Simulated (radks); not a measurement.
# The Coulomb parameter U of the 5d shell of Re⁺

One table from this session's results is given with a row withheld; the runs are named, their logs left out.

Method: scalar-relativistic Kohn-Sham, BLYP, spin-unpolarised, spherical densities, finite nucleus. Code: radks (a radial shooting solver on a logarithmic mesh, Libxc functionals) version 1.

## Starting point

* element: rhenium (Z = 75)
* charge: +1
* electrons: 74
* configuration: [Xe] 4f14 5d4.5 6s1.5
* nuclear rms radius: 5.3698 fm

The first run:

Input:

```text
Z 75
configuration [Xe] 4f14 5d4.5 6s1.5
relativity scalar-relativistic
functional b88,lyp
spin unpolarised
nucleus finite rms 5.3698 fm
c 137.035999084
```

Launch:

```
python run_ks.py task.json out
```

The same process makes all the runs of this session.

Among the steps run: Start: [Xe] 4f14 5d4.5 6s1.5.

One table of the session follows, with a row left open; its other results are not shown here.

It belongs to the step «Start: [Xe] 4f14 5d4.5 6s1.5». Radial moments (bohr):

```
level     <r>  outermost maximum (interpolated)  90 % within  nodes
   4s  0.4406                             0.413        0.632      3
   4p  0.4686                             0.433        0.681      2
   4d  0.5000                             0.443        0.749      1
   5s   1.035                             0.937         1.48      4
   5p   1.205                              1.06         1.76      3
   4f  0.5804                             0.417        0.955      0
   5d       ?                                 ?            ?      ?
   6s   2.835                              2.45         4.14      5
```

Estimate the missing values for 5d.

As computed: <r>: 1.824; outermost maximum (interpolated): 1.41; 90 % within: 2.86; nodes: 2. In the column «<r>» it lies between 5p (1.205) and 6s (2.835).
